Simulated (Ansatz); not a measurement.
# MnSi: the cost of one run

Method: DFT PBE, scalar-relativistic, plane waves, PAW, in Ansatz 0.2.0.

The COD entry's cell or inner coordinates are ideal or old and differ from later refinements, so a difference from it is no clean test against experiment.

## 1. Starting point

It takes space group P2_13 (No. 198, cubic). Conventional cell: a = 4.518 Å, b = 4.518 Å, c = 4.518 Å, α = 90.00°, β = 90.00°, γ = 90.00°. Mn (site symmetry 3) has 7 Si at 2.28 to 2.53 Å in its first shell of neighbours. Si (site symmetry 3) is surrounded by 7 Mn at 2.28 to 2.53 Å.

As a file:

```
CELL_PARAMETERS angstrom
4.51819 0.00000 0.00000
0.00000 4.51819 0.00000
0.00000 0.00000 4.51819
ATOMIC_POSITIONS crystal
Mn 0.13637 0.13637 0.13637
Mn 0.36363 0.86363 0.63637
Mn 0.63637 0.36363 0.86363
Mn 0.86363 0.63637 0.36363
Si 0.84516 0.84516 0.84516
Si 0.65484 0.15484 0.34516
Si 0.34516 0.65484 0.15484
Si 0.15484 0.34516 0.65484
```

This cell comes from an earlier session at PBE: 11.529 Å³/atom at 0.00 GPa, on a 8×8×8 mesh.

## 2. Ferrimagnetic, in the cell as typed

Input file input.yaml:

```yaml
crystal:
  lattice:
    - [4.518192563, 0.0, 0.0]
    - [0.0, 4.518192563, 0.0]
    - [0.0, 0.0, 4.518192563]
  atoms:
    - { symbol: Mn, position: [0.1363674734, 0.1363674734, 0.1363674734], spin: 3.5 }
    - { symbol: Mn, position: [0.3636325266, 0.8636325266, 0.6363674734], spin: 3.5 }
    - { symbol: Mn, position: [0.6363674734, 0.3636325266, 0.8636325266], spin: 3.5 }
    - { symbol: Mn, position: [0.8636325266, 0.6363674734, 0.3636325266], spin: -3.5 }
    - { symbol: Si, position: [0.8451638357, 0.8451638357, 0.8451638357] }
    - { symbol: Si, position: [0.6548361643, 0.1548361643, 0.3451638357] }
    - { symbol: Si, position: [0.3451638357, 0.6548361643, 0.1548361643] }
    - { symbol: Si, position: [0.1548361643, 0.3451638357, 0.6548361643] }
basis:
  ecutwfc: 420
  ecutrho_ratio: 4
kpoints:
  mp_grid: { grid: [8, 8, 8] }
hamiltonian:
  xc: pbe
scf:
  occupations: { method: gaussian, width: 0.05 }
  lower_state_search: "off"
output:
  forces: true
  stress: true
  eigenvalues: true
  populations: true
magnetization:
  spin_polarized: true
```

Launch:

```bash
> ansatz run input.yaml --threads 8 --pin off --max-ram 22528MiB --backend cpu --events-out ev --progress --plain --runs-dir out
```

Q: Estimate wall time and peak memory on 8 threads of Intel Xeon at 2.50GHz (Skylake/Cascade Lake), shared host.

About 49 s, with a peak of 1 GiB.
